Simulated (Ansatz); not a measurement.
# SnTe: response to strain

Aim: deform SnTe (equal xx and yy strain of +3 %) and compute stress, forces and field gradients with LAPW, PAW and all-electron datasets made for the crystal.

Computed with Ansatz 0.2.0 (DFT LDA, scalar-relativistic, unless a step's input says otherwise).

**1. The system as given**

It takes space group Fm-3m (No. 225, cubic). The conventional cell has a = 6.313 Å, b = 6.313 Å, c = 6.313 Å, α = 90.00°, β = 90.00°, γ = 90.00°. Sn (site symmetry m-3m) has 6 Te at 3.16 Å as nearest neighbours. Around Te (site symmetry m-3m) lie 6 Sn at 3.16 Å.

Coordinates:

```
CELL_PARAMETERS angstrom
0.00000 3.15650 3.15650
3.15650 0.00000 3.15650
3.15650 3.15650 0.00000
ATOMIC_POSITIONS crystal
Sn 0.00000 0.00000 0.00000
Te 0.50000 0.50000 0.50000
```

Atoms are numbered in the order of the input: Sn1, Te2.

**2. After the deformation**

Space group Fm-3m before, I4/mmm after.

**3. LAPW, all electrons**

input.yaml reads:

```yaml
crystal:
  lattice:
    - [0.0, 3.251195, 3.1565]
    - [3.251195, 0.0, 3.1565]
    - [3.251195, 3.251195, 0.0]
  atoms:
    - { symbol: Sn, position: [0.0, 0.0, 0.0] }
    - { symbol: Te, position: [0.5, 0.5, 0.5] }
kpoints:
  mp_grid: { grid: [11, 11, 11] }
  band_path:
    path:
      - [0.0, 0.0, 0.0]
      - [0.0, 0.5, 0.5]
      - [0.25, 0.75, 0.5]
      - [0.0, 0.5, 0.0]
      - [0.0, 0.0, 0.0]
      - [0.5, 0.5, 0.0]
      - [0.3826125, 0.6173875, 0.0]
      - [-0.3826125, 0.3826125, 0.0]
      - [0.0, 0.0, 0.0]
    npoints: 5
scf:
  occupations: { method: fermi_dirac, width: 0.08 }
hamiltonian:
  xc: lda
  pseudopotentials: { kind: all_electron, lapw: { basis_error: 0.00025 } }
output:
  forces: true
  stress: true
  eigenvalues: true
```

On the command line:

```
$ ansatz run input.yaml --threads 1 --pin off --max-ram 3072MiB --backend cpu --events-out ev --progress --plain --runs-dir out
```

**4. PAW on the default files**

input.yaml reads:

```yaml
crystal:
  lattice:
    - [0.0, 3.251195, 3.1565]
    - [3.251195, 0.0, 3.1565]
    - [3.251195, 3.251195, 0.0]
  atoms:
    - { symbol: Sn, position: [0.0, 0.0, 0.0] }
    - { symbol: Te, position: [0.5, 0.5, 0.5] }
kpoints:
  mp_grid: { grid: [11, 11, 11] }
scf:
  occupations: { method: fermi_dirac, width: 0.08 }
hamiltonian:
  xc: lda
  pseudopotentials: { kind: paw }
output:
  forces: true
  stress: true
  eigenvalues: true
  efg: { contact_densities: true }
```

**5. Datasets made for this crystal**

input.yaml, as its differences from that of step 4:

```diff
@@ -14,3 +14,3 @@
   xc: lda
-  pseudopotentials: { kind: paw }
+  pseudopotentials: { kind: all_electron, datasets: crystal }
 output:
```

(Steps that only read results are left out.)

Before running it: what results should come out? Wanted: pressure; largest shear or deviatoric stress.

**Answer**, as computed:

| quantity | value |
| --- | --- |
| pressure | LAPW -3.80, PAW -3.81, crystal datasets -3.80 GPa |
| largest shear or deviatoric stress (LAPW) | 1.97 GPa |

What this shows: The largest part of the stress beyond the pressure is 1.97 GPa in size, in the zz component; the atoms are carried along and not relaxed. No run of the undeformed cell stands beside it, so the pressure holds what the given cell had before the change. PAW: stress within 0.01 GPa of LAPW. Crystal datasets: stress within 0.01 GPa of LAPW. Spin-orbit coupling is left out, though the cell holds Te; in elements this heavy it can shift bands and gaps by tenths of an eV.
